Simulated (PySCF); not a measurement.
# Rh²⁺: excitation energies in ANO-RCC-VTZP, part 1 of 2

Each state of rhodium is computed at each level; their differences give the excitation energy. How far do the methods differ?

Program: PySCF 2.14.0. Level of theory: unrestricted determinants in a Gaussian basis, no spin-orbit coupling in the energies. These are calculated values, not measurements, unless marked.

## Step 1: Starting point

| Item | Value |
| --- | --- |
| Element | rhodium (Z = 45) |
| Basis | ANO-RCC-VTZP |
| Hamiltonian | scalar relativity by spin-free X2C-1e |
| State 1 | Rh²⁺: [Kr] 4d6 5p1, one real determinant (an excited configuration) |
| State 2 | Rh²⁺: [Kr] 4d6 5s1, high-spin 6D determinant (an excited configuration) |
| Needed too, but not shown | Rh²⁺ [Kr] 4d7 (4F) |
| Methods | UHF, LDA, PBE, PBE0, r2SCAN, r2SCAN0, BP86, wB97X-V, MP2 |
| Core shells frozen in the correlated runs | valence: [Kr]; valence and next inner shell: [Ar] 3d10 (for Rh²⁺) |

Outer shells as boxes (Hund's rule):

Rh2+ [Kr] 4d6 5p1
```
[Kr] core
4d [↑↓][↑ ][↑ ][↑ ][↑ ]
5p [↑ ][  ][  ]
```

Rh2+ [Kr] 4d6 5s1
```
[Kr] core
4d [↑↓][↑ ][↑ ][↑ ][↑ ]
5s [↑ ]
```

The runs were made by one driver on top of PySCF. The scripts below sum up each run's settings (the driver also hands on starting orbitals that pick excited configurations, and frozen orbitals as a list rather than a count), and the logs come from the driver's own runs. The driver starts from symmetry-adapted Hartree-Fock orbitals, holds the occupation by maximum overlap and uses a logarithmic radial grid for functionals, so a plain start would take other cycles.

The integrals over 68 functions and the set-up took 13 s of CPU time.

## Step 2: Rh²⁺ [Kr] 4d6 5p1: the ladder of methods

UHF:

input.py reads:

```python
from pyscf import gto, scf, dft, mp, cc
import basis_set_exchange as bse
mol = gto.M(atom="Rh 0 0 0", charge=2, spin=5, symmetry="D2h",
            basis=gto.basis.parse(bse.get_basis("ANO-RCC-VTZP", elements=["Rh"], fmt="nwchem")),
            nucmod="G")
mf = scf.UHF(mol).sfx2c1e()
mf.irrep_nelec = {'Ag': (8, 6), 'B1g': (2, 2), 'B2g': (2, 1), 'B3g': (2, 1), 'B1u': (4, 3), 'B2u': (3, 3), 'B3u': (3, 3)}
mf.kernel()
```

Log:

```text
damping factor = 0
level_shift factor = 0
DIIS = <class 'pyscf.scf.diis.CDIIS'>
diis_start_cycle = 1
diis_space = 10
diis_damp = 0
SCF conv_tol = 1e-09
SCF conv_tol_grad = None
number electrons alpha = 24  beta = 19
cycle= 1 E= -4779.82298405238  delta_E= -0.00556  |g|= 0.0304  |ddm|= 0.0521
cycle= 2 E= -4779.82331917825  delta_E= -0.000335  |g|= 0.00811  |ddm|= 0.0163
cycle= 3 E= -4779.82336850875  delta_E= -4.93e-05  |g|= 0.0018  |ddm|= 0.00941
cycle= 4 E= -4779.82337358804  delta_E= -5.08e-06  |g|= 0.000675  |ddm|= 0.00353
cycle= 5 E= -4779.82337412691  delta_E= -5.39e-07  |g|= 0.000147  |ddm|= 0.00131
cycle= 6 E= -4779.82337414967  delta_E= -2.28e-08  |g|= 1.81e-05  |ddm|= 0.000281
cycle= 7 E= -4779.82337414992  delta_E= -2.56e-10  |g|= 2.78e-06  |ddm|= 2.32e-05
converged SCF energy = -4779.82337414992  <S^2> = 8.7526872  2S+1 = 6.0008957
```

CPU time 0.61 s on a shared host, the integrals not counted.

Orbital energies by shell (radii are means over both spins):

```csv
shell,electrons,mean orbital energy (eV),spread (eV),rms radius (bohr)
1s α,1,-23367.2,0,0.0374
1s β,1,-23367.2,0,0.0374
2s α,1,-3494.6,0,0.154
2s β,1,-3493.3,0,0.154
2p α,3,-3129.5,0.380,0.137
2p β,3,-3128.2,0.088,0.137
3s α,1,-683.04,0,0.415
3s β,1,-682.34,0,0.415
3p α,3,-559.71,0.703,0.418
3p β,3,-558.84,0.324,0.418
3d α,5,-362.49,0.720,0.403
3d β,5,-360.68,1.227,0.403
4s α,1,-132.02,0,1.04
4s β,1,-124.54,0,1.04
4p α,3,-95.020,1.652,1.14
4p β,3,-85.528,1.824,1.14
4d α,5,-39.639,1.689,1.49
4d β,1,-35.579,0,1.49
5p α,1,-18.735,0,3.47
```

⟨S²⟩ = 8.753, ⟨L²⟩ = 8.04.

Spin-orbit constants on these orbitals (cm⁻¹; bare nucleus, screened nucleus, mean field): 4d 1891, 1471, n/a; 5p 1863, 1780, n/a. To first order in LS coupling the lowest level has J = 11/2 and lies 0.0720 eV below the centre of the term.

⟨L²⟩ = 8.04 against 12 for a pure F term, so this real determinant mixes terms.

LDA:

Changes to input.py:

```diff
@@ -5,3 +5,3 @@
             nucmod="G")
-mf = scf.UHF(mol).sfx2c1e()
+mf = dft.UKS(mol, xc="LDA,VWN").sfx2c1e()
 mf.irrep_nelec = {'Ag': (8, 6), 'B1g': (2, 2), 'B2g': (2, 1), 'B3g': (2, 1), 'B1u': (4, 3), 'B2u': (3, 3), 'B3u': (3, 3)}
```

Log:

```text
damping factor = 0
level_shift factor = 0
DIIS = <class 'pyscf.scf.diis.CDIIS'>
diis_start_cycle = 1
diis_space = 10
diis_damp = 0
SCF conv_tol = 1e-09
SCF conv_tol_grad = None
number electrons alpha = 24  beta = 19
XC functionals = LDA,VWN
    P. A. M. Dirac.,  Math. Proc. Cambridge Philos. Soc. 26, 376 (1930)
    F. Bloch.,  Z. Phys. 57, 545 (1929)
    S. H. Vosko, L. Wilk, and M. Nusair.,  Can. J. Phys. 58, 1200 (1980)
cycle= 1 E= -4776.85986422655  delta_E= -0.0203  |g|= 0.0676  |ddm|= 0.129
cycle= 2 E= -4776.8601158312  delta_E= -0.000252  |g|= 0.0238  |ddm|= 0.0126
cycle= 3 E= -4776.86016166048  delta_E= -4.58e-05  |g|= 0.00721  |ddm|= 0.00672
cycle= 4 E= -4776.86017131292  delta_E= -9.65e-06  |g|= 0.000256  |ddm|= 0.0026
cycle= 5 E= -4776.86017133051  delta_E= -1.76e-08  |g|= 1.16e-05  |ddm|= 0.000131
cycle= 6 E= -4776.86017133054  delta_E= -2.91e-11  |g|= 3.19e-06  |ddm|= 5.94e-06
converged SCF energy = -4776.86017133054  <S^2> = 8.7504302  2S+1 = 6.0001434
```

It used 0.67 s of CPU time after the integrals (shared host).

PBE:

Changes to input.py:

```diff
@@ -5,3 +5,3 @@
             nucmod="G")
-mf = dft.UKS(mol, xc="LDA,VWN").sfx2c1e()
+mf = dft.UKS(mol, xc="PBE").sfx2c1e()
 mf.irrep_nelec = {'Ag': (8, 6), 'B1g': (2, 2), 'B2g': (2, 1), 'B3g': (2, 1), 'B1u': (4, 3), 'B2u': (3, 3), 'B3u': (3, 3)}
```

Log:

```text
damping factor = 0
level_shift factor = 0
DIIS = <class 'pyscf.scf.diis.CDIIS'>
diis_start_cycle = 1
diis_space = 10
diis_damp = 0
SCF conv_tol = 1e-09
SCF conv_tol_grad = None
number electrons alpha = 24  beta = 19
XC functionals = PBE
    J. P. Perdew, K. Burke, and M. Ernzerhof.,  Phys. Rev. Lett. 77, 3865 (1996)
    J. P. Perdew, K. Burke, and M. Ernzerhof.,  Phys. Rev. Lett. 78, 1396 (1997)
    J. P. Perdew, K. Burke, and M. Ernzerhof.,  Phys. Rev. Lett. 77, 3865 (1996)
    J. P. Perdew, K. Burke, and M. Ernzerhof.,  Phys. Rev. Lett. 78, 1396 (1997)
cycle= 1 E= -4781.70569875627  delta_E= -0.0137  |g|= 0.049  |ddm|= 0.109
cycle= 2 E= -4781.70587848772  delta_E= -0.00018  |g|= 0.0114  |ddm|= 0.00981
cycle= 3 E= -4781.70588870878  delta_E= -1.02e-05  |g|= 0.00173  |ddm|= 0.00219
cycle= 4 E= -4781.70588919353  delta_E= -4.85e-07  |g|= 0.000325  |ddm|= 0.00067
cycle= 5 E= -4781.70588921706  delta_E= -2.35e-08  |g|= 1.76e-05  |ddm|= 0.000144
cycle= 6 E= -4781.70588921712  delta_E= -6.64e-11  |g|= 2.44e-06  |ddm|= 7.82e-06
converged SCF energy = -4781.70588921712  <S^2> = 8.7507193  2S+1 = 6.0002398
```

It used 1.2 s of CPU time after the integrals (shared host).

PBE0:

Changes to input.py:

```diff
@@ -5,3 +5,3 @@
             nucmod="G")
-mf = dft.UKS(mol, xc="PBE").sfx2c1e()
+mf = dft.UKS(mol, xc="PBE0").sfx2c1e()
 mf.irrep_nelec = {'Ag': (8, 6), 'B1g': (2, 2), 'B2g': (2, 1), 'B3g': (2, 1), 'B1u': (4, 3), 'B2u': (3, 3), 'B3u': (3, 3)}
```

Log:

```text
damping factor = 0
level_shift factor = 0
DIIS = <class 'pyscf.scf.diis.CDIIS'>
diis_start_cycle = 1
diis_space = 10
diis_damp = 0
SCF conv_tol = 1e-09
SCF conv_tol_grad = None
number electrons alpha = 24  beta = 19
XC functionals = PBE0
    C. Adamo and V. Barone.,  J. Chem. Phys. 110, 6158 (1999)
    M. Ernzerhof and G. E. Scuseria.,  J. Chem. Phys. 110, 5029 (1999)
cycle= 1 E= -4781.78574911026  delta_E= -0.00874  |g|= 0.0299  |ddm|= 0.0814
cycle= 2 E= -4781.78589329873  delta_E= -0.000144  |g|= 0.00556  |ddm|= 0.0133
cycle= 3 E= -4781.78590019874  delta_E= -6.9e-06  |g|= 0.00298  |ddm|= 0.00388
cycle= 4 E= -4781.78590177426  delta_E= -1.58e-06  |g|= 0.000352  |ddm|= 0.00106
cycle= 5 E= -4781.78590181886  delta_E= -4.46e-08  |g|= 1.19e-05  |ddm|= 0.00034
cycle= 6 E= -4781.78590181906  delta_E= -1.99e-10  |g|= 1.73e-06  |ddm|= 2.8e-05
converged SCF energy = -4781.78590181906  <S^2> = 8.7510247  2S+1 = 6.0003415
```

It used 1.3 s of CPU time after the integrals (shared host).

r2SCAN:

Changes to input.py:

```diff
@@ -5,3 +5,3 @@
             nucmod="G")
-mf = dft.UKS(mol, xc="PBE0").sfx2c1e()
+mf = dft.UKS(mol, xc="R2SCAN").sfx2c1e()
 mf.irrep_nelec = {'Ag': (8, 6), 'B1g': (2, 2), 'B2g': (2, 1), 'B3g': (2, 1), 'B1u': (4, 3), 'B2u': (3, 3), 'B3u': (3, 3)}
```

Log:

```text
damping factor = 0
level_shift factor = 0
DIIS = <class 'pyscf.scf.diis.CDIIS'>
diis_start_cycle = 1
diis_space = 10
diis_damp = 0
SCF conv_tol = 1e-09
SCF conv_tol_grad = None
number electrons alpha = 24  beta = 19
XC functionals = R2SCAN
    J. W. Furness, A. D. Kaplan, J. Ning, J. P. Perdew, and J. Sun.,  J. Phys. Chem. Lett. 11, 8208-8215 (2020)
    J. W. Furness, A. D. Kaplan, J. Ning, J. P. Perdew, and J. Sun.,  J. Phys. Chem. Lett. 11, 9248-9248 (2020)
    J. W. Furness, A. D. Kaplan, J. Ning, J. P. Perdew, and J. Sun.,  J. Phys. Chem. Lett. 11, 8208-8215 (2020)
    J. W. Furness, A. D. Kaplan, J. Ning, J. P. Perdew, and J. Sun.,  J. Phys. Chem. Lett. 11, 9248-9248 (2020)
cycle= 1 E= -4782.1078712311  delta_E= -0.00978  |g|= 0.0384  |ddm|= 0.0963
cycle= 2 E= -4782.10802709789  delta_E= -0.000156  |g|= 0.00693  |ddm|= 0.0117
cycle= 3 E= -4782.10803251438  delta_E= -5.42e-06  |g|= 0.000451  |ddm|= 0.00241
cycle= 4 E= -4782.10803257009  delta_E= -5.57e-08  |g|= 0.000368  |ddm|= 0.000424
cycle= 5 E= -4782.1080325943  delta_E= -2.42e-08  |g|= 1.21e-05  |ddm|= 0.000131
cycle= 6 E= -4782.10803259434  delta_E= -3.64e-11  |g|= 1.8e-06  |ddm|= 6.73e-06
converged SCF energy = -4782.10803259434  <S^2> = 8.7514644  2S+1 = 6.0004881
```

It used 2.3 s of CPU time after the integrals (shared host).

r2SCAN0:

Changes to input.py:

```diff
@@ -5,3 +5,3 @@
             nucmod="G")
-mf = dft.UKS(mol, xc="R2SCAN").sfx2c1e()
+mf = dft.UKS(mol, xc="HYB_MGGA_XC_R2SCAN0").sfx2c1e()
 mf.irrep_nelec = {'Ag': (8, 6), 'B1g': (2, 2), 'B2g': (2, 1), 'B3g': (2, 1), 'B1u': (4, 3), 'B2u': (3, 3), 'B3u': (3, 3)}
```

Log:

```text
damping factor = 0
level_shift factor = 0
DIIS = <class 'pyscf.scf.diis.CDIIS'>
diis_start_cycle = 1
diis_space = 10
diis_damp = 0
SCF conv_tol = 1e-09
SCF conv_tol_grad = None
number electrons alpha = 24  beta = 19
XC functionals = HYB_MGGA_XC_R2SCAN0
    M. Bursch, H. Neugebauer, S. Ehlert, and S. Grimme.,  J. Chem. Phys. 156, 134105 (2022)
cycle= 1 E= -4782.09110196127  delta_E= -0.00747  |g|= 0.0264  |ddm|= 0.0796
cycle= 2 E= -4782.09126437285  delta_E= -0.000162  |g|= 0.00506  |ddm|= 0.0153
cycle= 3 E= -4782.09127234804  delta_E= -7.98e-06  |g|= 0.00284  |ddm|= 0.0043
cycle= 4 E= -4782.0912739389  delta_E= -1.59e-06  |g|= 0.000481  |ddm|= 0.00115
cycle= 5 E= -4782.09127404662  delta_E= -1.08e-07  |g|= 3.33e-05  |ddm|= 0.000557
cycle= 6 E= -4782.09127404798  delta_E= -1.36e-09  |g|= 1.95e-06  |ddm|= 7.64e-05
cycle= 7 E= -4782.09127404798  delta_E= -5.46e-12  |g|= 2.55e-07  |ddm|= 2.37e-06
converged SCF energy = -4782.09127404798  <S^2> = 8.751653  2S+1 = 6.000551
```

It used 2.9 s of CPU time after the integrals (shared host).

BP86:

Changes to input.py:

```diff
@@ -5,3 +5,3 @@
             nucmod="G")
-mf = dft.UKS(mol, xc="HYB_MGGA_XC_R2SCAN0").sfx2c1e()
+mf = dft.UKS(mol, xc="B88,P86").sfx2c1e()
 mf.irrep_nelec = {'Ag': (8, 6), 'B1g': (2, 2), 'B2g': (2, 1), 'B3g': (2, 1), 'B1u': (4, 3), 'B2u': (3, 3), 'B3u': (3, 3)}
```

Log:

```text
damping factor = 0
level_shift factor = 0
DIIS = <class 'pyscf.scf.diis.CDIIS'>
diis_start_cycle = 1
diis_space = 10
diis_damp = 0
SCF conv_tol = 1e-09
SCF conv_tol_grad = None
number electrons alpha = 24  beta = 19
XC functionals = B88,P86
    A. D. Becke.,  Phys. Rev. A 38, 3098 (1988)
    J. P. Perdew.,  Phys. Rev. B 33, 8822 (1986)
cycle= 1 E= -4782.67024712783  delta_E= -0.0144  |g|= 0.0471  |ddm|= 0.113
cycle= 2 E= -4782.6704265062  delta_E= -0.000179  |g|= 0.00958  |ddm|= 0.0107
cycle= 3 E= -4782.6704354779  delta_E= -8.97e-06  |g|= 0.000304  |ddm|= 0.00239
cycle= 4 E= -4782.67043549634  delta_E= -1.84e-08  |g|= 5.77e-05  |ddm|= 0.000116
cycle= 5 E= -4782.67043549678  delta_E= -4.39e-10  |g|= 3.67e-05  |ddm|= 3.42e-05
cycle= 6 E= -4782.67043549704  delta_E= -2.69e-10  |g|= 1.69e-06  |ddm|= 1.32e-05
converged SCF energy = -4782.67043549704  <S^2> = 8.7507137  2S+1 = 6.0002379
```

CPU time 1.2 s on a shared host, the integrals not counted.

wB97X-V:

Changes to input.py:

```diff
@@ -5,3 +5,3 @@
             nucmod="G")
-mf = dft.UKS(mol, xc="B88,P86").sfx2c1e()
+mf = dft.UKS(mol, xc="WB97X_V").sfx2c1e()
 mf.irrep_nelec = {'Ag': (8, 6), 'B1g': (2, 2), 'B2g': (2, 1), 'B3g': (2, 1), 'B1u': (4, 3), 'B2u': (3, 3), 'B3u': (3, 3)}
```

Log:

```text
damping factor = 0
level_shift factor = 0
DIIS = <class 'pyscf.scf.diis.CDIIS'>
diis_start_cycle = 1
diis_space = 10
diis_damp = 0
SCF conv_tol = 1e-09
SCF conv_tol_grad = None
number electrons alpha = 24  beta = 19
XC functionals = WB97X_V
    N. Mardirossian and M. Head-Gordon.,  Phys. Chem. Chem. Phys. 16, 9904-9924 (2014)
NLC functional = WB97X_V
cycle= 1 E= -4781.8258373709  delta_E= -0.00903  |g|= 0.0301  |ddm|= 0.0695
cycle= 2 E= -4781.8261027571  delta_E= -0.000265  |g|= 0.00527  |ddm|= 0.0192
cycle= 3 E= -4781.8261264926  delta_E= -2.37e-05  |g|= 0.00172  |ddm|= 0.00651
cycle= 4 E= -4781.82613084468  delta_E= -4.35e-06  |g|= 0.000946  |ddm|= 0.00333
cycle= 5 E= -4781.82613135594  delta_E= -5.11e-07  |g|= 0.000176  |ddm|= 0.00106
cycle= 6 E= -4781.82613141596  delta_E= -6e-08  |g|= 2.21e-05  |ddm|= 0.000513
cycle= 7 E= -4781.82613141689  delta_E= -9.25e-10  |g|= 1.5e-06  |ddm|= 6.19e-05
converged SCF energy = -4781.82613141689  <S^2> = 8.7508244  2S+1 = 6.0002748
```

CPU time 15 s on a shared host, the integrals not counted.

MP2 (valence):

Changes to input.py:

```diff
@@ -5,4 +5,5 @@
             nucmod="G")
-mf = dft.UKS(mol, xc="WB97X_V").sfx2c1e()
+mf = scf.UHF(mol).sfx2c1e()
 mf.irrep_nelec = {'Ag': (8, 6), 'B1g': (2, 2), 'B2g': (2, 1), 'B3g': (2, 1), 'B1u': (4, 3), 'B2u': (3, 3), 'B3u': (3, 3)}
 mf.kernel()
+mp.UMP2(mf, frozen=18).kernel()
```

This step left no log, only its results.

CPU time 0.14 s on a shared host, the integrals not counted.

With 7 electrons correlated, the MP2 correlation energy is -0.12379 hartree (-0.07653 same spin, -0.04726 opposite spin); the SCS form gives -0.08223. Largest pairs of shells: 4d-4d -0.1053, 4d-5p -0.0185, 5p-5p 0.0000.

## Step 3: Rh²⁺ [Kr] 4d6 5p1, continued

MP2 (valence and next inner shell):

input.py, as its differences from that of step 2:

```diff
@@ -8,2 +8,2 @@
 mf.kernel()
-mp.UMP2(mf, frozen=18).kernel()
+mp.UMP2(mf, frozen=14).kernel()
```

The driver printed no log here.

It used 0.18 s of CPU time after the integrals (shared host).

With 15 electrons correlated, the MP2 correlation energy is -0.42328 hartree (-0.14746 same spin, -0.27582 opposite spin); the SCS form gives -0.38014. Largest pairs of shells: 4p-4d -0.1676, 4d-4d -0.1053, 4p-4p -0.0653, 4s-4p -0.0290, 4s-4d -0.0235.

Radial density 4πr²ρ of Rh²⁺ at UHF, without picture-change correction:

```csv
r (bohr),density,spin density
0.000724,0.936,0.000
0.00122,2.18,0.000
0.00205,4.95,0.000
0.00345,10.7,0.000
0.00580,21.6,-0.001
0.00975,38.2,-0.001
0.0164,54.3,-0.001
0.0276,55.9,0.000
0.0464,48.6,0.008
0.0781,65.4,0.061
0.131,64.0,0.340
0.221,47.8,0.805
0.372,51.2,0.263
0.625,15.6,0.723
1.05,14.6,3.453
1.77,3.94,1.814
2.97,0.590,0.500
5.00,0.0924,0.092
8.41,0.00169,0.002
```

(Continued in part 2 of 2.)
